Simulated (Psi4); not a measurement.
# GaH2OF (SMILES [OH][GaH][F]) at TPSSh/cc-pVDZ

What is the vertical singlet–triplet gap of GaH2OF at TPSSh/cc-pVDZ? 

The results are computed with Psi4 1.11.

1 further run of the same task is left out (set aside as unsound or not needed).

### Step 1. The system as given

GaH2OF has 5 atoms, charge 0, and is taken as a singlet. SMILES: `[OH][GaH][F]`. Geometry: relaxed at PBE0-D4/def2-TZVP. This is one conformer, not always the lowest.

Bond lengths: O1–Ga2 1.771 Å, Ga2–F3 1.746 Å, O1–H4 0.959 Å, Ga2–H5 1.545 Å. Angles: O1–Ga2–F3 111.1°, O1–Ga2–H5 128.8°, F3–Ga2–H5 120.0°, Ga2–O1–H4 114.5°.

### Step 2. Energy and forces at TPSSh/cc-pVDZ

The input, fgah2o.in:

```
memory 2.2 GB

molecule {
  O     -1.130400    -0.588700    -0.283800
  Ga     0.383700     0.280500     0.015600
  F      0.438300     1.777800    -0.881200
  H     -1.210600    -1.420700     0.187200
  H      1.569000    -0.122600     0.920900
  units angstrom
  symmetry c1
  no_reorient
  no_com
}

set globals {
  basis                cc-pVDZ
  reference            rks
  puream               true
  e_convergence        1e-09
  d_convergence        1e-08
  scf_type             pk
  dft_radial_points    99
  dft_spherical_points 590
}

gradient("tpssh")
```

Run with:

```
psi4 -n 1 fgah2o.in fgah2o.out
```

fgah2o.out:

```text
[...]
  Running in c1 symmetry.
[...]
  Nuclear repulsion =  198.339104248547613
[...]
  Multiplicity = 1
[...]
  Nalpha       = 25
  Nbeta        = 25
[...]
    Number of basis functions: 65
[...]
   @RKS iter   1: -2100.51342885568010   -3.21929e+00   1.61906e-02 DIIS/ADIIS
[...]
   @RKS iter  11: -2101.13193280731775   -1.81899e-12   3.12882e-09 DIIS
[...]
    Orbital Energies [Eh]
    ---------------------
    Doubly Occupied:
       1A   -372.354931     2A    -45.789941     3A    -40.517377
       4A    -40.512767     5A    -40.512378     6A    -24.566845
       7A    -19.072491     8A     -5.482288     9A     -3.766491
      10A     -3.757246    11A     -3.755825    12A     -1.101007
      13A     -0.972123    14A     -0.823937    15A     -0.823482
      16A     -0.821538    17A     -0.816512    18A     -0.809715
      19A     -0.488928    20A     -0.421925    21A     -0.366575
      22A     -0.351897    23A     -0.344910    24A     -0.306567
      25A     -0.300140
[...]
  @RKS Final Energy: -2101.13193280731775
   => Energetics <=
    Nuclear Repulsion Energy =            198.3391042485476135
    One-Electron Energy =               -3323.1380577994364103
    Two-Electron Energy =                1109.3015873299482337
    DFT Exchange-Correlation Energy =     -85.6345665863774030
    Empirical Dispersion Energy =           0.0000000000000000
    VV10 Nonlocal Energy =                  0.0000000000000000
    Total Energy =                      -2101.1319328073177530
[...]
 Multipole Moments:
 ------------------------------------------------------------------------------------
     Multipole            Electronic (a.u.)      Nuclear  (a.u.)        Total (a.u.)
 ------------------------------------------------------------------------------------
 L = 1.  Multiply by 2.5417464519 to convert [e a0] to [Debye]
 Dipole X            :        -13.2384637           13.5202345            0.2817708
 Dipole Y            :        -35.8327781           34.8518410           -0.9809371
 Dipole Z            :         17.0328822          -16.2695971            0.7632851
 Magnitude           :                                                    1.2744554
[...]
  -Total Gradient:
     Atom            X                  Y                   Z
    ------   -----------------  -----------------  -----------------
       1        0.009101631550    -0.005279317497     0.008304893606
       2       -0.007653331979     0.004906566668    -0.007274839068
       3       -0.000371222709    -0.010149926702     0.006080605703
       4        0.000430023246     0.010304133997    -0.006142537732
       5       -0.001421852186     0.000217283796    -0.000920171873
[...]
```

Wall time 45 s (1 thread of Intel Xeon at 2.60GHz (Ice Lake), shared host); peak memory 1.6 GiB.

### Step 3. The triplet, same level

The input, fgah2o.xyz:

```xyz
5
FGaH2O
O     -1.130400    -0.588700    -0.283800
Ga     0.383700     0.280500     0.015600
F      0.438300     1.777800    -0.881200
H     -1.210600    -1.420700     0.187200
H      1.569000    -0.122600     0.920900
```

The input, fgah2o.py:

```python
import psi4

psi4.set_memory(2200000000)
psi4.set_num_threads(1)
psi4.core.set_output_file('output.dat', False)

with open('fgah2o.xyz') as f:
    atoms = ''.join(f.readlines()[2:])
mol = psi4.geometry('0 3\n' + atoms + 'symmetry c1\nno_reorient\nno_com')

psi4.set_options({
    'basis': 'cc-pVDZ',
    'reference': 'uks',
    'puream': True,
    'e_convergence': 1e-09,
    'd_convergence': 1e-08,
    'scf_type': 'pk',
    'dft_radial_points': 99,
    'dft_spherical_points': 590,
    'maxiter': 100,
})

e_tot, wfn = psi4.gradient("TPSSH", molecule=mol, return_wfn=True)
psi4.oeprop(wfn, "MULLIKEN_CHARGES", "QUADRUPOLE", "MAYER_INDICES", title="TPSSH")
print('gradient / Eh bohr^-1')
print(e_tot.np.round(6))
print(f'energy = {wfn.energy():.10f} Eh')
```

Run with:

```
python fgah2o.py
```

output.dat (excerpt; [...] marks lines left out):

```text
[...]
  Running in c1 symmetry.
[...]
  Nuclear repulsion =  198.339104248547613
[...]
  Multiplicity = 3
[...]
  Nalpha       = 26
  Nbeta        = 24
[...]
    Number of basis functions: 65
[...]
   @UKS iter   1: -2100.13872491197799   -2.84459e+00   1.66456e-02 DIIS/ADIIS
[...]
   @UKS iter  19: -2100.89389636158194   -2.27374e-12   6.68617e-09 DIIS
[...]
   @S^2 Observed:                2.009301321E+00
[...]
  @UKS Final Energy: -2100.89389636158194
   => Energetics <=
    Nuclear Repulsion Energy =            198.3391042485476135
    One-Electron Energy =               -3321.8042358028133094
    Two-Electron Energy =                1108.0987218876991847
    DFT Exchange-Correlation Energy =     -85.5274866950157246
    Empirical Dispersion Energy =           0.0000000000000000
    VV10 Nonlocal Energy =                  0.0000000000000000
    Total Energy =                      -2100.8938963615819375
[...]
  -Total Gradient:
     Atom            X                  Y                   Z
    ------   -----------------  -----------------  -----------------
       1        0.073513632818     0.017616399747     0.029760502773
       2       -0.089289691684    -0.006310679682    -0.045469001821
       3        0.007225835880    -0.036259405133     0.026441209769
       4        0.002904313985     0.022074844267    -0.012067815203
       5        0.005735160344     0.002875305252     0.001386675453
[...]
 Multipole Moments:
 ------------------------------------------------------------------------------------
     Multipole            Electronic (a.u.)      Nuclear  (a.u.)        Total (a.u.)
 ------------------------------------------------------------------------------------
 L = 1.  Multiply by 2.5417464519 to convert [e a0] to [Debye]
 Dipole X            :        -14.5256257           13.5202345           -1.0053912
 Dipole Y            :        -36.1959994           34.8518410           -1.3441584
 Dipole Z            :         16.5459745          -16.2695971            0.2763774
 Magnitude           :                                                    1.7011636
 L = 2.  Multiply by 1.3450342976 to convert [e a0^2] to [Debye ang]
 Quadrupole XX       :        -93.8137955           73.0022250          -20.8115705
 Quadrupole XY       :        -59.1237969           61.4245394            2.3007425
[...]
  Mulliken Charges: (a.u.)
   Center  Symbol    Alpha    Beta     Spin     Total
[...]
```

Standard output:

```text
gradient / Eh bohr^-1
[[ 0.073514  0.017616  0.029761]
 [-0.08929  -0.006311 -0.045469]
 [ 0.007226 -0.036259  0.026441]
 [ 0.002904  0.022075 -0.012068]
 [ 0.005735  0.002875  0.001387]]
energy = -2100.8938963616 Eh
```

Wall time 84 s (1 thread of Intel Xeon at 2.60GHz (Ice Lake), shared host); peak memory 1.6 GiB.

### Step 4. Summary of results

At TPSSh/cc-pVDZ:

```
                                        quantity           value
                           singlet: total energy  -2101.13193 Eh
                          singlet: dipole moment          3.24 D
                            singlet: HOMO energy        -8.17 eV
                            singlet: LUMO energy        -1.08 eV
                          singlet: HOMO–LUMO gap         7.09 eV
               singlet: largest force on an atom      0.689 eV/Å
                           triplet: total energy  -2100.89390 Eh
                          triplet: dipole moment          4.32 D
     triplet: HOMO energy (highest over α and β)        -2.65 eV
                                   triplet: ⟨S²⟩           2.009
               triplet: largest force on an atom      5.163 eV/Å
vertical energy of the triplet above the singlet        6.477 eV
```

**Reading.** At this shape the triplet lies 6.48 eV (625 kJ/mol) above the singlet. The largest force (singlet) is 0.69 eV/Å: the shape isn't a stationary point for this species at this level.
